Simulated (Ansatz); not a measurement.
# C2H6SeSi: up Jacob's ladder to CCSD(T)

The task here is to estimate one member of a computed series from the others.

Method: functionals in def2-TZVPP, the program's frozen cores in correlated methods; program: Ansatz 0.2.0, Gaussian basis.

Levels to be run: PBE-D4, r2SCAN-D4, PBE0-D4, B3LYP-D4, ωB97X-V, ωB97M-V, B2PLYP; CCSD(T)/def2-TZVPP; MP2/def2-QZVPP; extrapolation to the limit.

## Structure used throughout

The geometry comes from an earlier relaxation with PBE0-D4 in a triple-zeta def2 set; it is a stationary point, not always the lowest conformer.

SMILES `C=C([SiH3])[SeH]`, 10 atoms, charge 0, spin multiplicity 1.

Atoms are counted from 1 here; the program's logs count them from 0.

Bond lengths: C1–C2 1.332 Å, C1–H5 1.085 Å, C1–H6 1.087 Å, C2–Si3 1.863 Å, C2–Se4 1.908 Å, Si3–H7 1.487 Å, Si3–H8 1.486 Å, Si3–H9 1.486 Å, Se4–H10 1.469 Å. Angles: C2–C1–H5 120.4°, C2–C1–H6 123.1°, H5–C1–H6 116.5°, C1–C2–Si3 122.7°, C1–C2–Se4 119.8°, Si3–C2–Se4 117.4°, C2–Si3–H7 109.4°, C2–Si3–H8 110.2°, C2–Si3–H9 109.1°, H7–Si3–H8 108.1°, H7–Si3–H9 109.9°, H8–Si3–H9 110.1°, C2–Se4–H10 95.4°.

As a file:

```xyz
10
C2H6SeSi
C    -1.3452    0.9982   -0.1116
C    -0.2458    0.3007   -0.3916
Si    0.5849   -0.8090    0.8532
Se    0.4726    0.3301   -2.1593
H    -1.7941    0.9438    0.8752
H    -1.8421    1.6386   -0.8353
H     2.0246   -0.4482    0.9519
H     0.4919   -2.2269    0.4200
H    -0.0725   -0.6342    2.1746
H     1.8088   -0.1442   -1.7741
```

Set-up of the first run:

Contents of in.yaml:

```yaml
crystal:
  periodic: [false, false, false]
  atoms:
    - {symbol: C, position_ang: [-1.345211, 0.998249, -0.111607]}
    - {symbol: C, position_ang: [-0.245795, 0.300710, -0.391633]}
    - {symbol: Si, position_ang: [0.584936, -0.809021, 0.853219]}
    - {symbol: Se, position_ang: [0.472600, 0.330096, -2.159328]}
    - {symbol: H, position_ang: [-1.794130, 0.943772, 0.875158]}
    - {symbol: H, position_ang: [-1.842132, 1.638588, -0.835311]}
    - {symbol: H, position_ang: [2.024580, -0.448205, 0.951933]}
    - {symbol: H, position_ang: [0.491937, -2.226921, 0.419974]}
    - {symbol: H, position_ang: [-0.072538, -0.634248, 2.174603]}
    - {symbol: H, position_ang: [1.808750, -0.144222, -1.774108]}
basis:
  gaussian: {orbitals: def2-TZVPP}
hamiltonian: {xc: pbe, dispersion: d4}
output: {forces: true, orbitals: {seedname: orbitals}}
```

Command:

```
> ansatz run in.yaml --threads 4 --pin off --events-out ev --progress --plain --max-ram 10444MiB
```

Steps of the session up to this table: PBE-D4 (GGA); r2SCAN-D4 (meta-GGA); PBE0-D4 (hybrid); B3LYP-D4 (hybrid); ωB97X-V (range-separated); ωB97M-V (range-separated); B2PLYP (double hybrid); CCSD(T) in def2-TZVPP; MP2 in def2-QZVPP.

One table of the session follows, with a row left open; its other results are not shown here.

```
            method  atomisation energy (kJ/mol)
            PBE-D4                       3462.2
         r2SCAN-D4                       3423.5
           PBE0-D4                       3414.4
          B3LYP-D4                       3417.3
           ωB97X-V                       3423.5
           ωB97M-V                       3411.9
            B2PLYP                       3373.1
     HF/def2-TZVPP                       2499.0
    MP2/def2-TZVPP                       3358.4
   CCSD/def2-TZVPP                            ?
CCSD(T)/def2-TZVPP                       3334.9
           MP2/CBS                       3445.0
       CCSD(T)/CBS                       3421.5
```

Estimate the missing values for CCSD/def2-TZVPP.

As computed: atomisation energy (kJ/mol): 3282.3. In the column «atomisation energy (kJ/mol)» it lies between HF/def2-TZVPP (2499.0) and CCSD(T)/def2-TZVPP (3334.9).
